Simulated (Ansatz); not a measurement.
Run this with the Python package of Ansatz (0.2.0) and show what comes out.

`random_alloy.py`
```python
'''Random Rh-Li cells of 8 mixed sites, after relaxing cells and atoms.'''

from collections import Counter
import warnings

import ansatz as az
import numpy as np
import pandas as pd

FUNCTIONAL = 'PBEsol'
CUTOFF = 510
KSPACING = 0.33
FILLING = 'fermi_dirac'
WIDTH_EV = 0.05


def fcc(a_site, a):
    return (
        az.Lattice.fcc(a)
        .space_group(225)
        .atom(a_site, (0, 0, 0))
        .primitive()
    )

A_FIRST, A_LAST = 3.8, 4.42


def ground_state(name, crystal):
    calc = crystal.calculation()
    calc = calc.functional(FUNCTIONAL)
    calc = calc.basis(CUTOFF)
    calc = calc.kpoints(spacing=KSPACING)
    calc = calc.occupations(FILLING, width=WIDTH_EV)
    calc = calc.band_table()
    calc = calc.relax(force_tolerance=0.01, max_steps=40, cell=True)
    return calc.run(threads=1)


def volume_per_atom(outcome):
    return abs(np.linalg.det(outcome.lattice.cell_ang)) / len(outcome.lattice.sites)


def counts(outcome):
    return Counter(site.symbol for site in outcome.lattice.sites)

warnings.simplefilter('ignore', az.DeckWarning)

phases = {'Rh': fcc('Rh', A_FIRST), 'Li': fcc('Li', A_LAST)}
for k in [4, 5]:
    a = A_FIRST + (A_LAST - A_FIRST) * k / 8
    supercell = fcc('Rh', a).supercell(2).resolved()
    for seed in [33, 67]:
        drawn = supercell.site_disorder().occupy('Rh', Rh=8 - k, Li=k).random(seed=seed)
        phases[f'Rh{8 - k}Li{k} seed {seed}'] = drawn.crystal

done = {}
for name, crystal in phases.items():
    done[name] = ground_state(name, crystal)
    print(f'{name}: {done[name].report["energy_sigma0_ev"]:.4f} eV, {len(done[name].lattice.sites)} atoms')

# x is the share of the second element on the mixed sites; both end members stand on this same lattice
x = {name: counts(o)['Li'] / (counts(o)['Rh'] + counts(o)['Li']) for name, o in done.items()}
first, last = min(x, key=x.get), max(x, key=x.get)
energy = {name: o.report['energy_sigma0_ev'] / len(o.lattice.sites) for name, o in done.items()}
volume = {name: volume_per_atom(o) for name, o in done.items()}
rows = []
for name in sorted(done, key=x.get):
    line = lambda table: (1 - x[name]) * table[first] + x[name] * table[last]
    rows.append((name, x[name], 1000 * (energy[name] - line(energy)), volume[name], 100 * (volume[name] / line(volume) - 1)))
print(pd.DataFrame(rows, columns=['cell', 'x(Li)', 'E_mix (meV/atom)', 'V (A^3/atom)', 'excess V (%)']).round(4).to_string(index=False))
```

```console
$ python random_alloy.py
Rh: -6338.7415 eV, 1 atoms
Li: -202.9953 eV, 1 atoms
Rh4Li4 seed 33: -26167.9215 eV, 8 atoms
Rh4Li4 seed 67: -26167.9215 eV, 8 atoms
Rh3Li5 seed 33: -20031.6126 eV, 8 atoms
Rh3Li5 seed 67: -20031.6126 eV, 8 atoms
          cell  x(Li)  E_mix (meV/atom)  V (A^3/atom)  excess V (%)
            Rh  0.000            0.0000       13.5056        0.0000
Rh4Li4 seed 33  0.500         -121.7887       12.8988      -23.5202
Rh4Li4 seed 67  0.500         -121.7893       12.8993      -23.5170
Rh3Li5 seed 33  0.625          -51.4529       13.0085      -26.5287
Rh3Li5 seed 67  0.625          -51.4529       13.0085      -26.5287
            Li  1.000            0.0000       20.2256        0.0000
```

Reading the output:
- Total energies depend on the potentials; only differences at equal settings carry meaning.
- No spin polarisation was allowed.
- For the metals among these phases the mesh is modest: differences between phases can be off by up to 40 meV an atom.
- Cells of eight mixed sites are far from the random limit, and both end members stand on the same lattice, which need not be their own. Differences under about 40 meV an atom lie within the error of mesh and functional.
- The cells are prototypes set up for this calculation and needn't exist.
- The whole script took 5.9 min on 1 thread of Arm Neoverse V1, on a shared host, peak memory 0.65 GiB.

(Lines on the test bed's own set-up are left out of the output.)
